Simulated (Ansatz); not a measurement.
# FH4MgOSi: the cost of one run

Method: RKS BLYP-D4/def2-SVP, in Ansatz 0.2.0.

## Step 1: The system as given

Bond lengths: O1–Si2 1.857 Å, Si2–Mg3 2.500 Å, Mg3–F4 1.766 Å, O1–H5 0.971 Å, O1–H6 0.996 Å, Si2–H7 1.483 Å, Si2–H8 1.479 Å. Angles: O1–Si2–Mg3 87.5°, O1–Si2–H7 97.7°, O1–Si2–H8 95.1°, Mg3–Si2–H7 122.5°, Mg3–Si2–H8 126.6°, H7–Si2–H8 110.0°, Si2–O1–H5 128.6°, Si2–O1–H6 113.5°, H5–O1–H6 113.0°, Si2–Mg3–F4 92.6°.

As a file:

```xyz
8

O    -0.8832    0.1215   -0.3120
Si    0.5141    0.5296    0.8409
Mg    1.6887   -1.4945   -0.0387
F     0.4858   -1.7393   -1.3085
H    -1.6000    0.6986   -0.6232
H    -0.6695   -0.6126   -0.9496
H     0.7951    1.8959    0.3380
H    -0.3310    0.6008    2.0531
```

## Step 2: End point A

Input file input.yaml:

```yaml
crystal:
  periodic: [false, false, false]
  atoms:
    - { symbol: O, position_ang: [-0.88325, 0.1215, -0.31203] }
    - { symbol: Si, position_ang: [0.51415, 0.52962, 0.84091] }
    - { symbol: Mg, position_ang: [1.68869, -1.49452, -0.03867] }
    - { symbol: F, position_ang: [0.48578, -1.73935, -1.30854] }
    - { symbol: H, position_ang: [-1.59997, 0.69863, -0.62325] }
    - { symbol: H, position_ang: [-0.66948, -0.6126, -0.94955] }
    - { symbol: H, position_ang: [0.79511, 1.89594, 0.33801] }
    - { symbol: H, position_ang: [-0.33104, 0.60078, 2.05311] }
total_charge: 1
basis:
  gaussian: { orbitals: def2-SVP }
hamiltonian:
  xc: blyp
  dispersion: d4
relax:
  f_tol: 0.015
  max_steps: 40
output:
  orbitals: {}
```

On the command line:

```console
> ansatz run input.yaml --threads 1 --pin off --max-ram 2048MiB --backend cpu --events-out ev --progress --plain --runs-dir out
```

Q: Estimate wall time and peak memory on 1 thread of Arm Neoverse V1, shared host.

About 42 s, with a peak of 0.15 GiB.
